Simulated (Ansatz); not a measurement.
# CH₄FMoNO₂: up Jacob's ladder to CCSD(T)

An exercise on one series of results from a longer session: the logs are not shown, and one member is left open.

Program: Ansatz 0.2.0, Gaussian basis. Level of theory: functionals in def2-TZVPP, the program's frozen cores in correlated methods. These are calculated values, not measurements.

Plan: LDA (SPW92), PBE-D4, revPBE-D4, BLYP-D4, r2SCAN-D4, B97M-V, PBE0-D4, B3LYP-D4, r2SCANh-D4, r2SCAN0-D4, HSE06-D4, BHLYP-D4, CAM-B3LYP-D4, LC-ωPBE, ωB97X-V, ωB97M-V, B2PLYP, PBE-QIDH; CCSD(T)/def2-SVP; CCSD(T)/def2-TZVPP; MP2/def2-QZVPP; extrapolation to the limit; RPA on PBE.

## The relaxed structure

All runs share one geometry, relaxed beforehand with PBE0-D4 in a triple-zeta def2 set. Mo takes the def2 core potential; no spin-orbit term is included.

SMILES `C[N]=[Mo](=[O])([OH])[F]`, 10 atoms, charge 0, spin multiplicity 1.

Atoms are counted from 1 here; the program's logs count them from 0.

Bond lengths: C1–N2 1.420 Å, C1–H7 1.096 Å, C1–H8 1.094 Å, C1–H9 1.095 Å, N2–Mo3 1.718 Å, Mo3–O4 1.676 Å, Mo3–O5 1.877 Å, Mo3–F6 1.863 Å, O5–H10 0.959 Å. Angles: N2–C1–H7 111.3°, N2–C1–H8 109.9°, N2–C1–H9 109.9°, H7–C1–H8 109.0°, H7–C1–H9 108.9°, H8–C1–H9 107.8°, C1–N2–Mo3 150.8°, N2–Mo3–O4 106.8°, N2–Mo3–O5 108.3°, N2–Mo3–F6 108.0°, O4–Mo3–O5 110.1°, O4–Mo3–F6 111.4°, O5–Mo3–F6 112.0°, Mo3–O5–H10 123.4°.

The first run:

in.yaml reads:

```yaml
crystal:
  periodic: [false, false, false]
  atoms:
    - {symbol: C, position_ang: [-1.218873, -0.832699, -0.947866]}
    - {symbol: N, position_ang: [-0.473146, 0.073728, -0.148973]}
    - {symbol: Mo, position_ang: [0.739904, 0.388344, 1.025890]}
    - {symbol: O, position_ang: [1.421035, -1.089025, 1.428491]}
    - {symbol: O, position_ang: [2.035230, 1.505992, 0.252836]}
    - {symbol: F, position_ang: [-0.077940, 1.184631, 2.497721]}
    - {symbol: H, position_ang: [-0.867632, -1.862365, -0.815675]}
    - {symbol: H, position_ang: [-2.278579, -0.780391, -0.679405]}
    - {symbol: H, position_ang: [-1.127462, -0.560467, -2.004231]}
    - {symbol: H, position_ang: [1.930560, 1.921050, -0.605888]}
basis:
  gaussian: {orbitals: def2-TZVPP}
hamiltonian: {xc: lda}
output: {orbitals: {seedname: orbitals}}
```

Started as:

```sh
ansatz run in.yaml --threads 2 --pin off --events-out ev --progress --plain --max-ram 32768MiB --backend cpu
```

Among the steps run: LDA; PBE-D4 (GGA); revPBE-D4 (GGA); BLYP-D4 (GGA); r2SCAN-D4 (meta-GGA); B97M-V (meta-GGA); B3LYP-D4 (hybrid); r2SCANh-D4 (hybrid); r2SCAN0-D4 (hybrid); HSE06-D4 (hybrid); BHLYP-D4 (hybrid); CAM-B3LYP-D4 (range-separated); LC-ωPBE (range-separated); ωB97X-V (range-separated); ωB97M-V (range-separated); B2PLYP (double hybrid); PBE-QIDH (double hybrid).

One of the session's tables, all rows but one given; the rest of the session is left out.

It belongs to the step «Frontier levels by functional». 

```
  functional  HOMO (eV)  LUMO (eV)  gap (eV)
 LDA (SPW92)      -6.76      -2.76      4.00
      PBE-D4      -6.57      -2.53      4.05
   revPBE-D4      -6.50      -2.43      4.06
     BLYP-D4      -6.48      -2.46      4.02
   r2SCAN-D4      -6.87      -2.49      4.37
      B97M-V      -6.94      -2.47      4.47
     PBE0-D4      -7.98      -1.80      6.19
    B3LYP-D4      -7.77      -2.05      5.72
  r2SCANh-D4      -7.40      -2.21      5.18
  r2SCAN0-D4      -8.19      -1.78      6.41
    HSE06-D4      -7.58      -2.17      5.41
    BHLYP-D4          ?          ?         ?
CAM-B3LYP-D4      -9.37      -0.75      8.62
     LC-ωPBE     -10.64       0.44     11.07
     ωB97X-V     -10.31       0.37     10.68
     ωB97M-V     -10.24       0.32     10.56
```

Q: Estimate the row for BHLYP-D4 from the others.

Worked estimate for «HOMO (eV)». Against the share of exact exchange, BLYP-D4 (0, -6.48), B3LYP-D4 (0.2, -7.77) give a slope of -6.45 per unit share; at 0.5 the line stands at -9.70.

The run gave: HOMO (eV): -9.33; LUMO (eV): -0.94; gap (eV): 8.39. In «HOMO (eV)» the line misses by -0.37.
